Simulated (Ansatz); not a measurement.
# F- + LiH (LiHF−): an exchange reaction of three atoms, part 2 of 2

Aim: map the energy of F- + LiH (the system F + HLi), charge −1 over two coordinates, and find its wells, ridges and stiffness.

Ansatz 0.2.0; RHF-CCSD(T), frozen core/def2-TZVPD.

### Step 5. Grid point (3.185 Å, 1.831 Å)

The input, input.yaml:

```yaml
crystal:
  periodic: [false, false, false]
  atoms:
    - { symbol: F, position_ang: [-3.185, 0.0, 0.0] }
    - { symbol: Li, position_ang: [0.0, 0.0, 0.0] }
    - { symbol: H, position_ang: [1.402627, 1.176944, 0.0] }
total_charge: -1
basis:
  gaussian: { orbitals: def2-TZVPD }
hamiltonian:
  xc: hf
output:
  forces: true
correlation:
  method: ccsd_t
```

The run is started by

```console
> ansatz run input.yaml --threads 1 --pin off --max-ram 2560MiB --backend cpu --events-out ev --progress --plain --runs-dir out
```

Output:

```text
Warning: RAYON_NUM_THREADS=1 ignored (pool sized by the plan → 1); use --threads N
Engine: ansatz 0.2.0, aarch64-unknown-linux-gnu
Functional definition: HF
  exchange = exact_x
  correlation = 0
522 factors; integrals over basis functions are off by at most 8.1e-4 eV
mean field evaluation 1: about -2923.9500 eV, gradient 2.4e1 eV
mean field evaluation 2: about -2923.9555 eV, gradient 2.4e1 eV
mean field evaluation 4: about -2924.7962 eV, gradient 7.8e-1 eV
mean field evaluation 8: about -2924.8024 eV, gradient 7.7e-4 eV
mean field evaluation 16: about -2924.8024 eV, gradient 2.1e-6 eV
mean field -2924.80235877 eV, -107.4845041827 hartree, gradient 2.1e-6 eV, S^2 0.000000; 0 other end points of the search recorded, 0 dependent functions left out
1 core orbitals not correlated: weight in the atoms' cores, before any rotation towards them, 1.000 or more for the frozen orbitals, at most 0.000 for the correlated occupied ones
reference -2924.80235877 eV, -107.4845041827 hartree; 6, 6 occupied and 59, 59 virtual orbitals, 522 factors
second order -9.28337465 eV of doubles, -0.00000000 eV of singles
cycle   1  -9.13594803 eV  change    1.5e-1 eV  update   1.1e-1
cycle   2  -9.38922862 eV  change   -2.5e-1 eV  update   4.8e-2
cycle   3  -9.48529905 eV  change   -9.6e-2 eV  update   2.2e-2
cycle   4  -9.48392977 eV  change    1.4e-3 eV  update   8.2e-3
cycle   5  -9.47489743 eV  change    9.0e-3 eV  update   4.6e-3
cycle   6  -9.47583181 eV  change   -9.3e-4 eV  update   1.7e-3
cycle   7  -9.47698522 eV  change   -1.2e-3 eV  update   8.6e-4
cycle   8  -9.47710214 eV  change   -1.2e-4 eV  update   4.4e-4
cycle   9  -9.47691261 eV  change    1.9e-4 eV  update   1.7e-4
cycle  10  -9.47691705 eV  change   -4.4e-6 eV  update   6.8e-5
cycle  11  -9.47695140 eV  change   -3.4e-5 eV  update   3.3e-5
cycle  12  -9.47692993 eV  change    2.1e-5 eV  update   1.8e-5
cycle  13  -9.47692599 eV  change    3.9e-6 eV  update   7.8e-6
cycle  14  -9.47692744 eV  change   -1.4e-6 eV  update   4.0e-6
perturbative tasks: 0 of 120
perturbative tasks: 32 of 120
perturbative tasks: 64 of 120
perturbative tasks: 96 of 120
perturbative correction -0.26353868 eV, -0.0096848678 hartree
the calculation of the forces begins
Total energy: -2934.54282489 eV, -107.8424597101 hartree
Atom 0 at    -3.185000     0.000000     0.000000 Å, force     0.762695    -0.141288     0.000000 eV/Å
Atom 1 at     0.000000     0.000000     0.000000 Å, force    -0.438966     0.733759    -0.000000 eV/Å
Atom 2 at     1.402627     1.176944     0.000000 Å, force    -0.323729    -0.592470    -0.000000 eV/Å
Dipole moment:    -0.236331    -0.754186     0.000000 e Å
```

Run time: 3.3 s. Hardware: 1 thread of Arm Neoverse V2, shared host; peak memory 0.19 GiB.

On the map this point reads −27.0 kcal/mol.

### Step 6. Point (2.733 Å, 1.713 Å)

The input, input.yaml:

```yaml
crystal:
  periodic: [false, false, false]
  atoms:
    - { symbol: F, position_ang: [-2.733, 0.0, 0.0] }
    - { symbol: Li, position_ang: [0.0, 0.0, 0.0] }
    - { symbol: H, position_ang: [1.312234, 1.101095, 0.0] }
total_charge: -1
basis:
  gaussian: { orbitals: def2-TZVPD }
hamiltonian:
  xc: hf
output:
  forces: true
correlation:
  method: ccsd_t
```

The run is started by

```console
> ansatz run input.yaml --threads 1 --pin off --max-ram 2560MiB --backend cpu --events-out ev --progress --plain --runs-dir out
```

Output:

```text
Warning: RAYON_NUM_THREADS=1 ignored (pool sized by the plan → 1); use --threads N
Engine: ansatz 0.2.0, aarch64-unknown-linux-gnu
Functional definition: HF
  exchange = exact_x
  correlation = 0
522 factors; integrals over basis functions are off by at most 8.4e-4 eV
mean field evaluation 1: about -2924.3184 eV, gradient 2.5e1 eV
mean field evaluation 2: about -2924.3240 eV, gradient 2.5e1 eV
mean field evaluation 4: about -2925.2552 eV, gradient 8.2e-1 eV
mean field evaluation 8: about -2925.2613 eV, gradient 7.3e-4 eV
mean field evaluation 16: about -2925.2613 eV, gradient 1.9e-6 eV
mean field -2925.26132634 eV, -107.5013709295 hartree, gradient 1.9e-6 eV, S^2 0.000000; 0 other end points of the search recorded, 0 dependent functions left out
1 core orbitals not correlated: weight in the atoms' cores, before any rotation towards them, 1.000 or more for the frozen orbitals, at most 0.000 for the correlated occupied ones
reference -2925.26132634 eV, -107.5013709295 hartree; 6, 6 occupied and 59, 59 virtual orbitals, 522 factors
second order -9.28144765 eV of doubles, -0.00000000 eV of singles
cycle   1  -9.14507000 eV  change    1.4e-1 eV  update   1.0e-1
cycle   2  -9.39320094 eV  change   -2.5e-1 eV  update   4.4e-2
cycle   3  -9.48568379 eV  change   -9.2e-2 eV  update   2.0e-2
cycle   4  -9.48144860 eV  change    4.2e-3 eV  update   7.0e-3
cycle   5  -9.47403844 eV  change    7.4e-3 eV  update   3.9e-3
cycle   6  -9.47525271 eV  change   -1.2e-3 eV  update   1.4e-3
cycle   7  -9.47606730 eV  change   -8.1e-4 eV  update   6.3e-4
cycle   8  -9.47607197 eV  change   -4.7e-6 eV  update   3.3e-4
cycle   9  -9.47591711 eV  change    1.5e-4 eV  update   1.2e-4
cycle  10  -9.47594990 eV  change   -3.3e-5 eV  update   4.7e-5
cycle  11  -9.47596235 eV  change   -1.2e-5 eV  update   2.2e-5
cycle  12  -9.47594566 eV  change    1.7e-5 eV  update   1.1e-5
cycle  13  -9.47594660 eV  change   -9.4e-7 eV  update   4.8e-6
perturbative tasks: 0 of 120
perturbative tasks: 32 of 120
perturbative tasks: 64 of 120
perturbative tasks: 96 of 120
perturbative correction -0.26077375 eV, -0.0095832584 hartree
the calculation of the forces begins
Total energy: -2934.99804668 eV, -107.8591888024 hartree
Atom 0 at    -2.733000     0.000000     0.000000 Å, force     1.051028    -0.187560    -0.000000 eV/Å
Atom 1 at     0.000000     0.000000     0.000000 Å, force    -1.129746     0.512141     0.000000 eV/Å
Atom 2 at     1.312234     1.101095     0.000000 Å, force     0.078718    -0.324581    -0.000000 eV/Å
Dipole moment:    -0.384057    -0.722956     0.000000 e Å
```

It took 3.2 s on 1 thread of Arm Neoverse V2, shared host; peak memory 0.19 GiB.

That is −37.5 kcal/mol from the zero.

### Step 7. Energy over the grid

289 points were computed. Energies in kcal/mol, from F with charge -1 far from the relaxed LiH (each part in its own basis); the table lists every other line.

```tsv
distance Li2–H3 (Å) ↓, distance F1–Li2 (Å) →	1.504	1.638	1.834	2.063	2.316	2.590	2.880	3.185	3.504
3.272	−41.8	−44.6	−40.8	−32.0	−21.5	−11.2	−2.1	5.6	11.9
2.953	−46.1	−49.2	−45.7	−37.3	−27.2	−17.2	−8.4	−1.0	5.1
2.648	−50.7	−54.0	−50.9	−42.9	−33.2	−23.6	−15.2	−8.1	−2.2
2.358	−55.1	−58.7	−56.0	−48.4	−39.2	−30.1	−22.0	−15.3	−9.7
2.084	−58.8	−62.8	−60.5	−53.5	−44.7	−36.0	−28.4	−22.0	−16.7
1.831	−60.9	−65.1	−63.3	−56.7	−48.4	−40.2	−33.0	−27.0	−22.0
1.602	−59.5	−64.0	−62.5	−56.4	−48.5	−40.7	−33.9	−28.2	−23.5
1.406	−52.6	−57.3	−56.1	−50.2	−42.7	−35.3	−28.7	−23.2	−18.8
1.272	−42.2	−46.9	−45.9	−40.2	−32.9	−25.6	−19.2	−13.9	−9.6
```

On the same grid, largest force on an atom (eV/Å):

| distance Li2–H3 (Å) ↓, distance F1–Li2 (Å) → | 1.504 | 1.638 | 1.834 | 2.063 | 2.316 | 2.590 | 2.880 | 3.185 | 3.504 |
| --- | --- | --- | --- | --- | --- | --- | --- | --- | --- |
| 3.272 | 2.55 | 0.82 | 1.42 | 1.82 | 1.75 | 1.51 | 1.23 | 0.97 | 0.87 |
| 2.953 | 2.68 | 0.94 | 1.35 | 1.76 | 1.70 | 1.46 | 1.19 | 0.96 | 0.99 |
| 2.648 | 2.80 | 1.06 | 1.27 | 1.68 | 1.63 | 1.40 | 1.14 | 1.06 | 1.10 |
| 2.358 | 2.88 | 1.14 | 1.21 | 1.60 | 1.56 | 1.34 | 1.09 | 1.11 | 1.15 |
| 2.084 | 2.84 | 1.10 | 1.21 | 1.52 | 1.48 | 1.28 | 1.05 | 1.03 | 1.07 |
| 1.831 | 2.60 | 0.82 | 1.24 | 1.56 | 1.47 | 1.25 | 1.02 | 0.85 | 0.76 |
| 1.602 | 2.69 | 0.85 | 1.67 | 2.05 | 1.96 | 1.70 | 1.41 | 1.15 | 0.94 |
| 1.406 | 2.74 | 2.46 | 3.05 | 3.43 | 3.36 | 3.13 | 2.87 | 2.64 | 2.45 |
| 1.272 | 4.44 | 4.44 | 4.93 | 5.32 | 5.27 | 5.07 | 4.85 | 4.65 | 4.49 |

The T1 diagnostic at each point:

```csv
"distance Li2–H3 (Å) ↓, distance F1–Li2 (Å) →",1.504,1.638,1.834,2.063,2.316,2.590,2.880,3.185,3.504
3.272,0.021,0.022,0.023,0.025,0.026,0.028,0.030,0.033,0.034
2.953,0.019,0.019,0.020,0.021,0.023,0.024,0.026,0.027,0.028
2.648,0.017,0.018,0.018,0.019,0.020,0.022,0.023,0.024,0.024
2.358,0.016,0.016,0.017,0.018,0.019,0.020,0.021,0.022,0.022
2.084,0.015,0.016,0.016,0.017,0.018,0.019,0.020,0.021,0.021
1.831,0.015,0.015,0.016,0.017,0.018,0.019,0.019,0.020,0.020
1.602,0.015,0.015,0.016,0.017,0.018,0.018,0.019,0.020,0.020
1.406,0.015,0.015,0.016,0.017,0.018,0.018,0.019,0.019,0.020
1.272,0.015,0.016,0.016,0.017,0.018,0.018,0.019,0.019,0.020
```

### Step 8. What came out

The summary covers parts 1 to 2.

| quantity | value |
| --- | --- |
| lowest point | (1.731 Å, 1.713 Å), −65.1 kcal/mol |
| highest computed point | (3.504 Å, 3.272 Å), 77.0 kcal/mol above the lowest |
| largest force on an atom (eV/Å) | 0.59 at (1.638 Å, 1.713 Å) to 5.33 at (2.187 Å, 1.272 Å); 0.92 at the lowest point |
| T1 diagnostic | 0.015 at (1.504 Å, 1.602 Å) to 0.034 at (3.504 Å, 3.272 Å); 0.016 at the lowest point |
| time for the whole task | 16 min on 1 thread, shared host |

The lowest computed point is at (1.731 Å, 1.713 Å), −65.1 kcal/mol from F with charge -1 far from the relaxed LiH (each part in its own basis). No other kind of well shows on this grid. The highest computed point, (3.504 Å, 3.272 Å), lies 77.0 kcal/mol above the lowest. Round the minimum the two coordinates are nearly uncoupled. In part of the range the restricted solution is unstable, so energies in the stretched regions are not reliable (too high at mean-field level, often too low with perturbative triples).
